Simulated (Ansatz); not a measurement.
Ta3AsAu2O13:

```
Ta As Au O
1.0
     5.72385   -0.00745   -0.00403
     1.30279    6.25499    0.00561
     0.27574    1.30074    8.36754
Ta As Au O
3 1 2 13
Direct
  0.21713 0.30521 0.58431
  0.03325 0.11123 0.99855
  0.58248 0.62145 0.50482
  0.58707 0.89691 0.83049
  0.58004 0.09228 0.18613
  0.04485 0.82077 0.44682
  0.66201 0.69726 0.71088
  0.51632 0.13418 0.69625
  0.85098 0.88773 0.91932
  0.34466 0.87003 0.94651
  0.73015 0.29240 0.03095
  0.24622 0.21809 0.11075
  0.12900 0.09398 0.49104
  0.48032 0.38887 0.43499
  0.05966 0.26685 0.78594
  0.93330 0.53240 0.45645
  0.49975 0.85161 0.34971
  0.25256 0.62988 0.62473
  0.91878 0.95175 0.22636
```

The cell was built by a generator and needn't be a form met in nature.

Base run:

```yaml
Program: Ansatz 0.2.0
Functional: PBE
Potentials_or_basis: all-electron LAPW, scalar-relativistic
Cutoff: 522 eV (chosen from the basis error)
Basis_error_allowed: 0.003 eV/atom
k_mesh: 4 × 4 × 3
Occupations: fermi-dirac, width 0.05 eV
Spin: no spin polarisation
```

Its results: band gap on the k mesh 1.29 eV, indirect (least direct gap 1.36 eV); pressure 0.1 GPa; largest force 0.021 eV/Å.

**Question.** The run is repeated on the same cell with these changes: hubbard terms from none to Au d U = 3 eV, Ta d U = 3 eV. What comes out?

**Answer.** Band gap on the k mesh 1.43 eV, indirect (least direct gap 1.45 eV); pressure 1.1 GPa; largest force 0.181 eV/Å.

The U term pushes filled and empty states of the shell apart.

Caveats: spin-orbit coupling is left out, which moves the levels of the heavy elements; an odd mesh through Γ misses points on the zone boundary, where band edges often lie; U is the effective U less J, on atomic orbitals that reach past the spheres (some runs).
